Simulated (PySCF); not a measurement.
# SiGe₂H₇Cl: magnetic properties

Programs: PySCF 2.14.0, with routines of our own; each step states its level. All values are computed. Atoms count from 0.

## 1. The system as given

11 atoms, charge 0, multiplicity 1; geometry from: GFN2-xTB.

## 2. Relaxing the molecule at PBE0-D3(BJ)/def2-SVP

What the job is given:

```
{"job": {"xc": "PBE0", "basis": "def2-SVP", "d3": "d3bj", "grid": 1, "kind": "geom"}, "charge": 0, "multiplicity": 1}
Si    -2.096353    -0.448203     0.282678
Ge    -0.096414     0.800286    -0.029011
Cl    -0.242631     2.046865    -1.754818
Ge     2.057453    -0.303865    -0.153406
H     -1.991289    -1.192715     1.538011
H     -3.250565     0.446366     0.344864
H     -2.266158    -1.396711    -0.818988
H      0.082561     1.845625     1.100543
H      2.394230    -1.097390     1.079522
H      2.178473    -1.305479    -1.269462
H      3.236118     0.607892    -0.345897
```

The run is started by

```sh
$ OMP_NUM_THREADS=1 python excited_run.py task.json out
```

The driver reads the jobs from task.json and runs them one after another.

Q: Estimate the wall time and peak memory of this first job on 1 thread of Arm Neoverse V2, shared host.

About 68 s, with a peak of 0.68 GiB.
